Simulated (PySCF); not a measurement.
# [WOF3]−: how tightly the ligands are held

Aim: take one ligand of each kind off [WOF3]−, with both parts rigid, and scan its distance from the metal. The structure is generated, not taken from experiment.

Program: PySCF 2.14.0. Level of theory: r2SCAN, W def2-SVP with ECP60, O def2-SVP, F def2-SVP; scalar-relativistic core potentials, no spin–orbit coupling. These are calculated values, not measurements.

5 further runs of the same task are left out: 2 for a known fault of the program, 1 that didn't finish, 2 set aside as unsound or not needed. Runs told in other sessions of the task aren't counted.

## 1. The starting structure

5 atoms, charge -1, spin multiplicity 1.

Bond lengths: W1–O2 1.732 Å, W1–F3 1.889 Å, W1–F4 1.955 Å, W1–F5 1.889 Å. Angles: O2–W1–F3 97.0°, O2–W1–F4 160.3°, O2–W1–F5 97.0°, F3–W1–F4 85.2°, F3–W1–F5 162.7°, F4–W1–F5 85.2°.

As a file:

```xyz
5

W     0.0651    0.0000   -0.0003
O     1.7653    0.0000    0.3281
F    -0.1277    1.8673   -0.2085
F    -1.8669    0.0000    0.2970
F    -0.1277   -1.8673   -0.2085
```

Formal oxidation states: W +4. An earlier session relaxed this geometry at r2SCAN, W def2-SVP with ECP60, O def2-SVP, F def2-SVP (singlet, point group Cs).

## 2. Rigid scan of O

Atom 2 moves along the line from atom 1; the distance is to the donor, the donors' midpoint or the ring centre. Each point starts from the density of the one before.

| distance (Å) | energy from the relaxed point (eV) |
| --- | --- |
| 1.43 | 4.089 |
| 1.53 | 1.500 |
| 1.63 | 0.312 |
| 1.73 | 0.000 |
| 1.83 | 0.223 |
| 1.93 | 0.757 |
| 2.03 | 1.457 |
| 2.18 | 2.630 |

Run time: 23 s. Hardware: 2 threads of Arm Neoverse V1, shared host.

## 3. F taken off

The ligand (atom 3) keeps its formal charge and a closed shell where it can; ligand and rest are solved at the complex's geometry, in vacuum, with the settings of the relaxation.

| part | charge | state | energy (Eh) |
| --- | --- | --- | --- |
| complex | -1 | singlet | -441.684129 |
| ligand | -1 | singlet | -99.646477 |
| rest | 0 | singlet | -341.745616 |

Run time: 6.5 s. Hardware: 2 threads of Arm Neoverse V1, shared host.

## 4. Rigid scan of F

Atom 3 moves along the line from atom 1; the distance is to the donor, the donors' midpoint or the ring centre. Each point starts from the density of the one before.

| distance (Å) | energy from the relaxed point (eV) |
| --- | --- |
| 1.59 | 2.145 |
| 1.69 | 0.784 |
| 1.79 | 0.161 |
| 1.89 | 0.000 |
| 1.99 | 0.112 |
| 2.09 | 0.389 |
| 2.29 | 1.155 |
| 2.59 | 2.375 |
| 2.99 | 3.684 |
| 3.49 | 4.712 |

Wall time 19 s (2 threads of Arm Neoverse V1, shared host).

## 5. Outcome

| quantity | value |
| --- | --- |
| stiffness of the O contact | 53.5 eV/Å² |
| taking off F | 7.95 eV |
| stiffness of the F contact | 27.3 eV/Å² |

What this shows: Near 1.73 Å the O contact has a stiffness of about 53.5 eV/Å², and the energy stands 2.63 eV higher at 2.18 Å. Taking off F as a fragment of charge -1 costs 7.95 eV. Near 1.89 Å the F contact has a stiffness of about 27.3 eV/Å², and the energy stands 4.71 eV higher at 3.49 Å. The free anion is solved without diffuse functions, no counterpoise correction is made, and the parts aren't relaxed; each of these makes the binding look larger. The bases are small and lack diffuse functions. Spin–orbit coupling is left out.
